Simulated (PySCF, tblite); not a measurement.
**C₅H₁₀PSi radical: infrared bands and EPR parameters**

What infrared bands and EPR parameters should C₅H₁₀PSi radical (`C[C]1C=C[Si@@H](P)C1`) show?

Programs: tblite 0.8.0 and PySCF 2.14.0, with density-fitted response routines of our own. Each step states its level of theory. These are calculated values for one molecule in the gas phase, unless marked as measured. Atoms count from 0, in the outputs and in this text.

### 1 The starting structure

17 atoms, charge 0, multiplicity 2; geometry from: GFN2-xTB.

Bonds of the start (Å): C0–C1 1.49, C1–C2 1.37, C2–C3 1.39, C3–Si4 1.86, Si4–P5 2.26, Si4–C6 1.92, C6–C1 1.49, C0–H7 1.09, C0–H8 1.09, C0–H9 1.09, C2–H10 1.08, C3–H11 1.08, Si4–H12 1.47, P5–H13 1.38, P5–H14 1.38, C6–H15 1.09, C6–H16 1.09.

### 2 Vibrational analysis with GFN2-xTB

What the job is given:

```
{"job": {"kind": "ir", "xc": "GFN2-xTB", "basis": "xTB"}, "charge": 0, "multiplicity": 2}
C     -2.569370    -0.062824    -0.187775
C     -1.110286    -0.246900     0.028341
C     -0.398731    -1.340256    -0.403419
C      0.968136    -1.368525    -0.155067
Si     1.486738     0.193598     0.708405
P      2.838221     1.638390    -0.382872
C     -0.328677     0.807120     0.739849
H     -2.757896     0.828046    -0.790838
H     -3.081321     0.084514     0.765135
H     -3.006268    -0.922282    -0.691272
H     -0.893970    -2.149589    -0.922558
H      1.574468    -2.195238    -0.484078
H      2.059428     0.042259     2.056473
H      3.921663     0.780169    -0.359075
H      2.473285     1.232827    -1.654987
H     -0.482026     1.777314     0.262927
H     -0.700393     0.913406     1.759824
```

Log:

```text
mode    cm-1     km/mol
  1      45.6      0.23
  2      87.2      9.90
  3      89.5      1.79
  4     110.6      2.06
  5     147.5      3.33
  6     271.5      0.55
  7     317.9      1.44
  8     368.8      6.93
  9     419.1     26.79
 10     485.3     21.48
 11     539.0     67.29
 12     591.5     74.88
 13     606.7      1.67
 14     641.5     35.88
 15     669.8      9.58
 16     705.9     30.13
 17     718.3    114.89
 18     764.9     46.18
 19     808.1     29.28
 20     880.3     19.91
 21     881.4      6.72
 22     980.0     13.53
 23     995.7      5.54
 24    1089.2      0.18
 25    1093.7      7.76
 26    1146.3     13.04
 27    1164.6      0.14
 28    1251.0     14.92
 29    1282.6     32.65
 30    1356.3      6.95
 31    1397.7     11.93
 32    1440.1     24.70
 33    1466.3     14.20
 34    1467.5      5.40
 35    1515.2     10.91
 36    2158.1    268.75
 37    2300.3    134.64
 38    2386.5    148.03
 39    2947.6     25.44
 40    2961.7     27.05
 41    2976.0     10.82
 42    2986.0     45.01
 43    3034.8     23.55
 44    3057.6     63.97
 45    3099.7     28.30
```

Which atoms move in the most intense modes:

```csv
cm⁻¹,km/mol,atoms
539,67.3,H12 82 %
592,74.9,"H12 58 %, H14 23 %"
718,114.9,"C6 28 %, H15 25 %, H16 19 %, H12 13 %"
765,46.2,"C6 42 %, Si4 26 %"
2158,268.8,H12 96 %
2300,134.6,"H14 56 %, H13 41 %"
2386,148.0,"H13 56 %, H14 41 %"
3058,64.0,H10 90 %
```

### 3 EPR parameters: B3LYP/pcH-1

Settings changed since step 2:

```diff
@@ -1,2 +1,2 @@
-{"job": {"kind": "ir", "xc": "GFN2-xTB", "basis": "xTB"}, "charge": 0, "multiplicity": 2}
+{"job": {"kind": "epr", "basis": "pcH-1"}, "charge": 0, "multiplicity": 2}
 C     -2.569370    -0.062824    -0.187775
```

Level: UKS B3LYP, pcH-1 on C H P Si, non-relativistic, mean-field spin-orbit, GIAO.

Log:

```text
UKS, coarse grid
  cycle   1  E = -827.32840173  |g| = 3.75e-01
  cycle   2  E = -827.29219117  |g| = 4.45e-01
  cycle   3  E = -827.39742137  |g| = 5.62e-02
  cycle   4  E = -827.39880783  |g| = 3.58e-02
  cycle   5  E = -827.39949264  |g| = 1.08e-02
  cycle   6  E = -827.39956960  |g| = 7.05e-03
  cycle   7  E = -827.39960698  |g| = 1.63e-03
  cycle   8  E = -827.39961141  |g| = 8.84e-04
UKS, final grid
  cycle   1  E = -827.39965510  |g| = 9.36e-04
  cycle   2  E = -827.39965498  |g| = 1.09e-03
  cycle   3  E = -827.39965557  |g| = 1.37e-04
  cycle   4  E = -827.39965558  |g| = 5.15e-05
  cycle   5  E = -827.39965558  |g| = 3.43e-05
  cycle   6  E = -827.39965558  |g| = 7.66e-06
E = -827.39965558 Eh   <S^2> = 0.7710 (exact 0.7500)
g shifts (ppm)      1          2          3
  rmc          -139       -139       -139
  gc              5         14         22
  oz_so        -269        116        629
  total        -403        -10        512
hyperfine (MHz)  atom isotope    a_iso     a_fc   dipolar eigenvalues
    0   13C     -21.03     -21.04     -1.32      0.23      1.09
    1   13C      53.11      53.17    -48.83    -47.69     96.52
    2   13C     -42.48     -42.50    -23.23      9.58     13.66
    3   13C      50.75      50.83    -47.45    -46.14     93.59
    4  29Si      29.82      29.86     -2.28      0.02      2.26
    5   31P       8.62       8.82    -14.52    -13.52     28.04
    6   13C     -17.73     -17.73     -0.68     -0.16      0.84
    7    1H      67.86      67.86     -3.15     -2.47      5.62
    8    1H      63.27      63.27     -3.12     -2.51      5.63
    9    1H       1.85       1.85     -3.05     -2.39      5.43
   10    1H       9.18       9.18     -4.69     -0.22      4.91
   11    1H     -38.25     -38.26    -23.54     -0.07     23.61
   12    1H      29.76      29.76     -1.93     -1.42      3.35
   13    1H      -1.53      -1.53     -1.65     -0.57      2.22
   14    1H      -0.09      -0.09     -1.87     -0.84      2.71
   15    1H      40.14      40.14     -3.41     -1.91      5.32
   16    1H      48.28      48.28     -3.44     -2.00      5.44
```

Run time: 1.8 min. Hardware: 1 thread, shared host.

Principal g values 2.00192, 2.00231, 2.00283; g(iso) = 2.00235, against 2.00232 for a free electron.

Mean a(iso) over the nuclei that a row names, and the largest dipolar term of the row (other rows stand at the frozen geometry):

```csv
nuclei,isotope,a(iso) (MHz),"a(iso) (G, at g = 2.0023)",largest dipolar term (MHz)
C1,13C,53.1,18.9,96.5
C3,13C,50.8,18.1,93.6
H16,1H,48.3,17.2,5.4
"H7, H8, H9",1H,44.3,15.8,5.6
C2,13C,-42.5,-15.2,-23.2
H15,1H,40.1,14.3,5.3
H11,1H,-38.3,-13.7,23.6
Si4,29Si,29.8,10.6,-2.3
H12,1H,29.8,10.6,3.3
C0,13C,-21.0,-7.5,-1.3
C6,13C,-17.7,-6.3,0.8
H10,1H,9.2,3.3,4.9
P5,31P,8.6,3.1,28.0
"H13, H14",1H,-0.8,-0.3,2.7
```

Mulliken spin populations:

C0 -0.05; C1 0.58; C2 -0.23; C3 0.64; Si4 -0.02; P5 0.03; C6 -0.04; H7 0.03; H8 0.03; H9 0.00; H10 0.01; H11 -0.03; H12 0.02; H13 0.00; H14 0.00; H15 0.02; H16 0.02

In first order the couplings over 0.8 MHz of 1H, 31P give 696 distinct lines over 110.2 G, if the averaged nuclei exchange fast.

### 4 Summary of results

```
                                 quantity                  value
strongest single infrared mode (GFN2-xTB)  2158 cm⁻¹, 269 km/mol
             zero-point energy (GFN2-xTB)          79.6 kcal/mol
                           g(iso) (B3LYP)                2.00235
                                     ⟨S²⟩     0.771 (exact 0.75)
       largest a(iso) (averaged by class)    13C on C1, 53.1 MHz
```

All 45 modes are real, so the xTB geometry is a minimum. The strongest single mode, at 2158 cm⁻¹, moves mainly H12. GFN2-xTB is a fitted tight-binding method: band positions and strengths are rough. Its intensities can rank the bands wrongly. The largest spin populations lie on C3 (0.64 e), C1 (0.58 e). The isotropic g lies 0.0 ppt above the free-electron value.
